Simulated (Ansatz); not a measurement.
# NiMoIrPdW (P3m1) in Ansatz: a series of runs

The runs below take NiMoIrPdW through density of states, electric field gradients, with PBE.

Program: Ansatz 0.2.0. These are calculated values, not measurements. Logs are shortened: lines on timing, memory, paths and dates and some standing lists are left out, and cuts for length are marked.

## 1. The structure

It takes space group P3m1 (No. 156, trigonal). The conventional cell has a = 2.761 Å, b = 2.761 Å, c = 11.341 Å, α = 90.00°, β = 90.00°, γ = 120.00°. Ni (site symmetry 3m) has 3 W at 2.59 Å and 3 Pd at 2.68 Å and 6 Ni at 2.76 Å as nearest neighbours. Around Mo (site symmetry 3m) lie 3 Ir at 2.66 Å and 1 W at 2.66 Å and 6 Mo at 2.76 Å. Pd (site symmetry 3m) has 3 Ni at 2.68 Å and 6 Pd at 2.76 Å and 3 Ir at 2.84 Å as nearest neighbours. Around Ir (site symmetry 3m) lie 3 Mo at 2.66 Å and 6 Ir at 2.76 Å and 3 Pd at 2.84 Å. W (site symmetry 3m) is surrounded by 3 Ni at 2.59 Å and 1 Mo at 2.66 Å and 6 W at 2.76 Å.

The cell was built by a generator and needn't be a form met in nature.

## 2. Density of states, PBE, collinear spin, ferromagnetic start

File input.yaml:

```yaml
crystal:
  lattice:
    - [2.76078, 0.0, 0.0]
    - [-1.38039, 2.3909, 0.0]
    - [0.0, 0.0, 11.34051]
  atoms:
    - { symbol: Ni, position: [0.0, 0.0, 0.70917], spin: 1.0 }
    - { symbol: Mo, position: [0.66667, 0.33333, 0.29425], spin: 1.0 }
    - { symbol: Pd, position: [0.66667, 0.33333, 0.89901] }
    - { symbol: Ir, position: [0.0, 0.0, 0.10604], spin: 0.6 }
    - { symbol: W, position: [0.66667, 0.33333, 0.52921] }
kpoints:
  mp_grid: { grid: [11, 11, 3] }
scf:
  occupations: { method: fermi_dirac, width: 0.05 }
hamiltonian:
  xc: pbe
  pseudopotentials: { kind: all_electron, datasets: crystal }
magnetization:
  spin_polarized: true
output:
  forces: true
  stress: true
  eigenvalues: true
  dos: { projected: false, de: 0.2, e_range: [-14, 8] }
```

Potentials or basis: all-electron PAW datasets made for the crystal.

On the command line:

```console
> ansatz run input.yaml --threads 8 --pin off --max-ram 24576MiB --backend cpu --events-out ev --progress --plain --runs-dir out
```

Output:

```text
Warning: the atoms were moved onto the symmetric positions of the space group found under crystal.symmetry.tolerance 1.0e-5 (fractional; no operation is sought that the atoms, as they stand in a round, miss by more than twice it, and no atom is moved by as much as it), and the run uses the moved positions. Before a round's move an operation carried an atom to 1.66e-5 Å from where it should land, the largest such distance. Atom 1 (counting from 0) moved farthest, by 1.59e-5 Å; the longest move in fractions of the cell, of whichever atom, is 0.47 of the tolerance, in 1 round. To run the atoms as typed, lower crystal.symmetry.tolerance until the operations that they miss are no longer found, or set crystal.symmetry.detect: false (a key that needs symmetry detection or time reversal refuses this as the deck is read). The positions used, in the order of the run's atom list: position: [4.884966061757638e-17, -7.401373893108076e-18, 0.70917]; position: [0.6666666666666667, 0.33333333333333337, 0.29425]; position: [0.6666666666666667, 0.33333333333333337, 0.89901]; position: [4.884966061757638e-17, -7.401373893108076e-18, 0.10604]; position: [0.6666666666666667, 0.33333333333333337, 0.52921]; The lattice was moved too: crystal.lattice keeps the space group found at crystal.symmetry.tolerance 1.0e-5 only nearly: the operation that it misses by the most changes a squared length by the fraction 4.07e-6. The run uses the lattice that is a stretch of the typed one, with no rotation, onto the one that keeps every operation to a double's rounding (on a very oblique basis the stretch itself rounds by more); the deck's lattice vector that moved farthest moved by 3.24e-6 Å. To run the lattice as typed, set crystal.symmetry.tolerance under 4.06e-6, the least fraction by which an operation that the lattice misses changes a squared length (the same key also sets how far an atom may lie from its image, so lowering it can lose operations that the atoms keep only within it), or set crystal.symmetry.detect: false, as for the atoms. crystal.lattice made exact, in Å and degrees: [[2.760776758607379, 0.0, 0.0], [-1.3803883793036895, 2.390902807131649, 0.0], [0.0, 0.0, 11.34051]]. Pasted over the deck's crystal.lattice, beside positions in fractional coordinates, it runs the same cell (given as lengths and angles, that cell in the form's own orientation, a rigid turn of the misfit's size from the one run here, for which a checkpoint.post_process_only pass over this run's state can be refused: where this run relaxes nothing, give such a pass this deck's own crystal.lattice, as typed; behind a relaxation, as crystal.lattice, the state's own cell, identity.cell in its checkpoint.json), and a matrix so pasted ends this notice, except on a very skew basis of the lattice, where the rounding of the pasted numbers themselves can read as a misfit: the cell is then moved again, and that move is told again. The lattice as run is in this notice's lattice.as_run_ang field (Run.prep()["deck_notices"] in Python, the deck_notice line of an events file, deck_notices of ansatz run --dry-run=json, or deck_notices in record.json in the deck's checkpoint.write directory).
Warning: RAYON_NUM_THREADS=8 ignored (pool sized by the plan → 8); use --threads N
hamiltonian.pseudopotentials.datasets: crystal makes datasets for this crystal and solves the spheres of its atoms anew in each pass: cutoff 440.0 eV, the density's 1760.0 eV; for an error of 0.50 meV an atom under PBE, 2.5 meV for the cell; an energy difference from a run of another recipe may be off by several times the error for the cell, under r2SCAN by more, where some 0.1 meV an atom stays at smaller errors; Ni in spheres of 1.212 Å, 18 of its electrons in bands; Mo in spheres of 1.286 Å, 14 of its electrons in bands; Pd in spheres of 1.376 Å, 18 of its electrons in bands; W in spheres of 1.376 Å, 28 of its electrons in bands; Ir in spheres of 1.371 Å, 17 of its electrons in bands
Engine: ansatz 0.2.0, x86_64-unknown-linux-gnu
Pseudopotentials: kind: all_electron
Pseudopotential: Ni, paw, valence charge 18, recommended cutoff 440 eV (normal), crystal/all_electron/pbe/scalar/gaussian/Ni, Koelling and Harmon's equation, gaussian nucleus
[... 92 lines left out ...]
  atom   5  W     -0.00000000     0.00000000    -0.08431708
  max |Σ_I F_I| component: 9.70e-5 eV/Å
--- Stress (GPa, compression-positive) ---
       -0.216665      -0.000000      -0.000000
       -0.000000      -0.216665      -0.000000
       -0.000000      -0.000000      -0.170073
  P = ⅓ Tr σ = -0.2011 GPa (-2.011 kbar)
--- Band table (eV; the first three rows and the last of 84) ---
  k-point 0 ↑: bands = ["-79.2375", "-68.7542", "-60.4589", "-50.1038", "-39.8430", "-39.5037", "-39.5037", "-37.2951", "-26.2189", "-26.0160", "-26.0160", "-25.5688", "-25.3947", "-25.3947", "-14.4714", "-13.7551", "-13.7551", "-11.3844", "-10.7028", "-10.7028", "-4.3290", "-4.3290", "-4.3054", "-4.2957", "-4.2924", "-4.2924", "-4.2351", "14.8599", "15.7549", "17.4452", "17.9130", "18.8353", "20.3940", "20.5040", "20.5040", "20.9300", "20.9993", "20.9993", "21.9082", "21.9082", "21.9386", "22.1627", "22.1627", "22.3221", "22.3221", "22.8042", "22.8648", "22.8648", "23.6530", "23.6530", "23.8352", "23.9997", "23.9997", "25.8112"]
  k-point 1 ↑: bands = ["-79.2375", "-68.7542", "-60.4589", "-50.1038", "-39.8430", "-39.5037", "-39.5037", "-37.2951", "-26.2189", "-26.0160", "-26.0160", "-25.5688", "-25.3947", "-25.3947", "-14.4714", "-13.7551", "-13.7551", "-11.3844", "-10.7028", "-10.7028", "-4.3290", "-4.3290", "-4.3054", "-4.2957", "-4.2924", "-4.2924", "-4.2351", "14.9284", "15.6167", "17.4228", "18.1478", "18.7334", "20.4933", "20.5041", "20.5041", "20.8580", "21.0004", "21.0004", "21.7492", "21.8908", "21.8908", "22.1594", "22.1594", "22.3773", "22.3773", "22.7027", "22.8024", "22.8024", "23.7204", "23.7204", "23.9611", "23.9611", "24.1180", "25.8060"]
  k-point 2 ↑: bands = ["-79.2371", "-68.7514", "-60.4562", "-50.0953", "-39.8425", "-39.5078", "-39.5047", "-37.2794", "-26.2149", "-26.0408", "-26.0220", "-25.5642", "-25.4354", "-25.4046", "-14.4570", "-13.8553", "-13.7779", "-11.3696", "-10.8066", "-10.7263", "-4.3291", "-4.3276", "-4.3034", "-4.2948", "-4.2932", "-4.2930", "-4.2391", "15.1697", "16.0726", "17.6861", "18.1469", "19.0570", "20.2375", "20.3313", "20.7368", "20.8490", "20.9956", "21.1549", "21.7181", "21.8135", "21.8921", "21.9405", "22.2478", "22.2745", "22.3754", "22.4069", "22.7529", "22.9442", "23.3972", "23.5092", "23.8107", "24.1627", "24.7328", "25.7698"]
  k-point 41 ↓: bands = ["-79.2318", "-68.7155", "-60.4201", "-49.9833", "-39.8364", "-39.5446", "-39.5348", "-37.0717", "-26.2588", "-26.1998", "-26.1662", "-25.7891", "-25.6945", "-25.5051", "-14.6957", "-14.4669", "-14.2659", "-11.6834", "-11.4442", "-11.1737", "-4.3231", "-4.3181", "-4.3128", "-4.3088", "-4.2895", "-4.2836", "-4.2536", "18.5439", "18.9296", "19.2002", "19.4620", "19.7500", "19.9705", "20.2520", "20.3750", "20.8021", "20.9233", "21.0530", "21.1691", "21.4064", "21.6440", "21.9442", "22.6369", "23.0507", "23.3168", "23.6934", "23.8461", "24.0251", "24.2190", "24.8847", "24.9327", "26.7809", "28.4224", "28.9458"]
```

It took 2 min on 8 threads of Intel Xeon Platinum 8375C at 2.90GHz (Ice Lake), shared host; peak memory 3.7 GiB.

Results:

| Quantity | Value |
| --- | --- |
| Free energy | -1213094.4292 eV |
| Pressure | -0.2 GPa |
| Largest force | 0.284 eV/Å |
| Band gap on the k mesh | none (metal or under the smearing width) |
| Net moment | 0.00 μB per cell |
| Absolute moment | 0.00 μB per cell |

Forces in eV/Å, atoms in the order of the input:
```
Ni   0.000  0.000  0.010
Mo   0.000  0.000  0.284
Pd   0.000  0.000  0.011
Ir   0.000  0.000 -0.221
W    0.000  0.000 -0.084
```

Levels at points of the mesh, in eV from the Fermi level:
Spin up:
| k point | band 45 | band 46 | band 47 | band 48 | band 49 | band 50 |
| --- | --- | --- | --- | --- | --- | --- |
| (0.00, 0.00, 0.00) | -1.43 | -0.94 | -0.88 | -0.88 | -0.09 | -0.09 |
Spin down:
| k point | band 45 | band 46 | band 47 | band 48 | band 49 | band 50 |
| --- | --- | --- | --- | --- | --- | --- |
| (0.00, 0.00, 0.00) | -1.43 | -0.94 | -0.88 | -0.88 | -0.09 | -0.09 |

States per cell in windows of 1 eV (zero at the Fermi level; states under -8 eV left out):
```csv
from (eV),up,down
-8.0,0.23,0.23
-7.0,0.65,0.65
-6.0,1.85,1.85
-5.0,2.73,2.73
-4.0,3.10,3.10
-3.0,4.04,4.04
-2.0,4.47,4.47
-1.0,3.36,3.36
0.0,2.13,2.13
1.0,2.03,2.03
2.0,1.47,1.47
3.0,1.35,1.35
4.0,0.83,0.83
5.0,0.71,0.71
6.0,0.63,0.63
7.0,0.57,0.57
```

Caveat: the program warned that the printed levels may be off, so bands, gaps and densities of states are rough; the starting moments weren't kept. The run has no spin-orbit coupling, so splittings on Ir, W are missing.

## 3. Electric field gradients, PBE, collinear spin, ferromagnetic start

input.yaml, as its differences from that of step 2:

```diff
@@ -24,2 +24,4 @@
   eigenvalues: true
-  dos: { projected: false, de: 0.2, e_range: [-14, 8] }
+  efg: {}
+  elf: true
+  volumetric_format: npy
```

Potentials or basis: all-electron PAW datasets made for the crystal.

On the command line:

```console
> ansatz run input.yaml --threads 8 --pin off --max-ram 24576MiB --backend cpu --events-out ev --progress --plain --runs-dir out
```

Output:

```text
Warning: the atoms were moved onto the symmetric positions of the space group found under crystal.symmetry.tolerance 1.0e-5 (fractional; no operation is sought that the atoms, as they stand in a round, miss by more than twice it, and no atom is moved by as much as it), and the run uses the moved positions. Before a round's move an operation carried an atom to 1.66e-5 Å from where it should land, the largest such distance. Atom 1 (counting from 0) moved farthest, by 1.59e-5 Å; the longest move in fractions of the cell, of whichever atom, is 0.47 of the tolerance, in 1 round. To run the atoms as typed, lower crystal.symmetry.tolerance until the operations that they miss are no longer found, or set crystal.symmetry.detect: false (a key that needs symmetry detection or time reversal refuses this as the deck is read). The positions used, in the order of the run's atom list: position: [4.884966061757638e-17, -7.401373893108076e-18, 0.70917]; position: [0.6666666666666667, 0.33333333333333337, 0.29425]; position: [0.6666666666666667, 0.33333333333333337, 0.89901]; position: [4.884966061757638e-17, -7.401373893108076e-18, 0.10604]; position: [0.6666666666666667, 0.33333333333333337, 0.52921]; The lattice was moved too: crystal.lattice keeps the space group found at crystal.symmetry.tolerance 1.0e-5 only nearly: the operation that it misses by the most changes a squared length by the fraction 4.07e-6. The run uses the lattice that is a stretch of the typed one, with no rotation, onto the one that keeps every operation to a double's rounding (on a very oblique basis the stretch itself rounds by more); the deck's lattice vector that moved farthest moved by 3.24e-6 Å. To run the lattice as typed, set crystal.symmetry.tolerance under 4.06e-6, the least fraction by which an operation that the lattice misses changes a squared length (the same key also sets how far an atom may lie from its image, so lowering it can lose operations that the atoms keep only within it), or set crystal.symmetry.detect: false, as for the atoms. crystal.lattice made exact, in Å and degrees: [[2.760776758607379, 0.0, 0.0], [-1.3803883793036895, 2.390902807131649, 0.0], [0.0, 0.0, 11.34051]]. Pasted over the deck's crystal.lattice, beside positions in fractional coordinates, it runs the same cell (given as lengths and angles, that cell in the form's own orientation, a rigid turn of the misfit's size from the one run here, for which a checkpoint.post_process_only pass over this run's state can be refused: where this run relaxes nothing, give such a pass this deck's own crystal.lattice, as typed; behind a relaxation, as crystal.lattice, the state's own cell, identity.cell in its checkpoint.json), and a matrix so pasted ends this notice, except on a very skew basis of the lattice, where the rounding of the pasted numbers themselves can read as a misfit: the cell is then moved again, and that move is told again. The lattice as run is in this notice's lattice.as_run_ang field (Run.prep()["deck_notices"] in Python, the deck_notice line of an events file, deck_notices of ansatz run --dry-run=json, or deck_notices in record.json in the deck's checkpoint.write directory).
Warning: RAYON_NUM_THREADS=8 ignored (pool sized by the plan → 8); use --threads N
hamiltonian.pseudopotentials.datasets: crystal makes datasets for this crystal and solves the spheres of its atoms anew in each pass: cutoff 440.0 eV, the density's 1760.0 eV; for an error of 0.50 meV an atom under PBE, 2.5 meV for the cell; an energy difference from a run of another recipe may be off by several times the error for the cell, under r2SCAN by more, where some 0.1 meV an atom stays at smaller errors; Ni in spheres of 1.212 Å, 18 of its electrons in bands; Mo in spheres of 1.286 Å, 14 of its electrons in bands; Pd in spheres of 1.376 Å, 18 of its electrons in bands; W in spheres of 1.376 Å, 28 of its electrons in bands; Ir in spheres of 1.371 Å, 17 of its electrons in bands
Mo, Pd, W, Ir: output.efg is read without spin–orbit coupling, which moves field gradients at and beside such atoms by some per cent and up to a factor of two; PAW files take it under magnetization.noncollinear and magnetization.spin_orbit
[... 3 set-up lines as earlier in the session ...]
Pseudopotential: Mo, paw, valence charge 14, recommended cutoff 440 eV (normal), crystal/all_electron/pbe/scalar/gaussian/Mo, Koelling and Harmon's equation, gaussian nucleus
Pseudopotential: Pd, paw, valence charge 18, recommended cutoff 440 eV (normal), crystal/all_electron/pbe/scalar/gaussian/Pd, Koelling and Harmon's equation, gaussian nucleus
Pseudopotential: Ir, paw, valence charge 17, recommended cutoff 440 eV (normal), crystal/all_electron/pbe/scalar/gaussian/Ir, Koelling and Harmon's equation, gaussian nucleus
Pseudopotential: W, paw, valence charge 28, recommended cutoff 440 eV (normal), crystal/all_electron/pbe/scalar/gaussian/W, Koelling and Harmon's equation, gaussian nucleus
Functional definition: PBE
  parameter kappa = 0.804
[... 84 lines left out ...]
  atom   3  Pd     0.00000000    -0.00000000     0.01137044
  atom   4  Ir    -0.00000000     0.00000000    -0.22122436
  atom   5  W     -0.00000000     0.00000000    -0.08431708
  max |Σ_I F_I| component: 9.70e-5 eV/Å
--- Stress (GPa, compression-positive) ---
       -0.216665      -0.000000      -0.000000
       -0.000000      -0.216665      -0.000000
       -0.000000      -0.000000      -0.170073
  P = ⅓ Tr σ = -0.2011 GPa (-2.011 kbar)
--- PAW observables at the nuclei: V_zz in 10²¹ V/m², potentials from the cell's mean, atoms counted from 1 ---
  atom   1  Ni V_zz =    +3.107638   η = 0.0000   by run symmetry: allowed
            electrostatic potential = -3581.616008 V   contact ρ = 130474.995433 e/Å³   contact ρ_s (e/Å³): all electrons +0.000001, valence -0.000011
  atom   2  Mo V_zz =    -3.988262   η = 0.0000   by run symmetry: allowed
            electrostatic potential = -6363.440622 V   contact ρ = 595327.244989 e/Å³   contact ρ_s (e/Å³): all electrons -0.000000, valence -0.000000
  atom   3  Pd V_zz =    +1.691653   η = 0.0000   by run symmetry: allowed
            electrostatic potential = -7257.968892 V   contact ρ = 865667.284130 e/Å³   contact ρ_s (e/Å³): all electrons -0.000001, valence -0.000002
  atom   4  Ir V_zz =    -2.884165   η = 0.0000   by run symmetry: allowed
            electrostatic potential = -15790.270258 V   contact ρ = 11159972.063268 e/Å³   contact ρ_s (e/Å³): all electrons +0.000000, valence +0.000001
  atom   5  W  V_zz =   +10.744335   η = 0.0000   by run symmetry: allowed
            electrostatic potential = -14816.246463 V   contact ρ = 8817812.912474 e/Å³   contact ρ_s (e/Å³): all electrons -0.000009, valence -0.000009
--- Band table (eV; the first three rows and the last of 84) ---
  k-point 0 ↑: bands = ["-79.2375", "-68.7542", "-60.4589", "-50.1038", "-39.8430", "-39.5037", "-39.5037", "-37.2951", "-26.2189", "-26.0160", "-26.0160", "-25.5688", "-25.3947", "-25.3947", "-14.4714", "-13.7551", "-13.7551", "-11.3844", "-10.7028", "-10.7028", "-4.3290", "-4.3290", "-4.3054", "-4.2957", "-4.2924", "-4.2924", "-4.2351", "14.8599", "15.7549", "17.4452", "17.9130", "18.8353", "20.3940", "20.5040", "20.5040", "20.9300", "20.9993", "20.9993", "21.9082", "21.9082", "21.9386", "22.1627", "22.1627", "22.3221", "22.3221", "22.8042", "22.8648", "22.8648", "23.6530", "23.6530", "23.8352", "23.9997", "23.9997", "25.8112"]
  k-point 1 ↑: bands = ["-79.2375", "-68.7542", "-60.4589", "-50.1038", "-39.8430", "-39.5037", "-39.5037", "-37.2951", "-26.2189", "-26.0160", "-26.0160", "-25.5688", "-25.3947", "-25.3947", "-14.4714", "-13.7551", "-13.7551", "-11.3844", "-10.7028", "-10.7028", "-4.3290", "-4.3290", "-4.3054", "-4.2957", "-4.2924", "-4.2924", "-4.2351", "14.9284", "15.6167", "17.4228", "18.1478", "18.7334", "20.4933", "20.5041", "20.5041", "20.8580", "21.0004", "21.0004", "21.7492", "21.8908", "21.8908", "22.1594", "22.1594", "22.3773", "22.3773", "22.7027", "22.8024", "22.8024", "23.7204", "23.7204", "23.9611", "23.9611", "24.1180", "25.8060"]
  k-point 2 ↑: bands = ["-79.2371", "-68.7514", "-60.4562", "-50.0953", "-39.8425", "-39.5078", "-39.5047", "-37.2794", "-26.2149", "-26.0408", "-26.0220", "-25.5642", "-25.4354", "-25.4046", "-14.4570", "-13.8553", "-13.7779", "-11.3696", "-10.8066", "-10.7263", "-4.3291", "-4.3276", "-4.3034", "-4.2948", "-4.2932", "-4.2930", "-4.2391", "15.1697", "16.0726", "17.6861", "18.1469", "19.0570", "20.2375", "20.3313", "20.7368", "20.8490", "20.9956", "21.1549", "21.7181", "21.8135", "21.8921", "21.9405", "22.2478", "22.2745", "22.3754", "22.4069", "22.7529", "22.9442", "23.3972", "23.5092", "23.8107", "24.1627", "24.7328", "25.7698"]
  k-point 41 ↓: bands = ["-79.2318", "-68.7155", "-60.4201", "-49.9833", "-39.8364", "-39.5446", "-39.5348", "-37.0717", "-26.2588", "-26.1998", "-26.1662", "-25.7891", "-25.6945", "-25.5051", "-14.6957", "-14.4669", "-14.2659", "-11.6834", "-11.4442", "-11.1737", "-4.3231", "-4.3181", "-4.3128", "-4.3088", "-4.2895", "-4.2836", "-4.2536", "18.5439", "18.9296", "19.2002", "19.4620", "19.7500", "19.9705", "20.2520", "20.3750", "20.8021", "20.9233", "21.0530", "21.1691", "21.4064", "21.6440", "21.9442", "22.6369", "23.0507", "23.3168", "23.6934", "23.8461", "24.0251", "24.2190", "24.8847", "24.9327", "26.7809", "28.4224", "28.9458"]
```

Run time: 2.1 min. Hardware: 8 threads of Intel Xeon Platinum 8375C at 2.90GHz (Ice Lake), shared host; peak memory 3.7 GiB.

Results:

```yaml
Free_energy: -1213094.4292 eV
Pressure: -0.2 GPa
Largest_force: 0.284 eV/Å
Band_gap_on_the_k_mesh: none (metal or under the smearing width)
Net_moment: 0.00 μB per cell
Absolute_moment: 0.00 μB per cell
```

Forces on the atoms (eV/Å):
```
Ni   0.000  0.000  0.010
Mo   0.000  0.000  0.284
Pd   0.000  0.000  0.011
Ir   0.000  0.000 -0.221
W    0.000  0.000 -0.084
```

Levels at points of the mesh, in eV from the Fermi level:
Spin up:
```csv
k point,band 44,band 45,band 46,band 47,band 48,band 49,band 50,band 51
"(0.00, 0.00, 0.00)",-1.43,-1.43,-0.94,-0.88,-0.88,-0.09,-0.09,0.09
```
Spin down:
```
           k point  band 43  band 44  band 45  band 46  band 47  band 48  band 49  band 50  band 51  band 52
(0.00, 0.00, 0.00)    -1.58    -1.43    -1.43    -0.94    -0.88    -0.88    -0.09    -0.09     0.09     0.25
```

Caveat: the starting moments weren't kept.
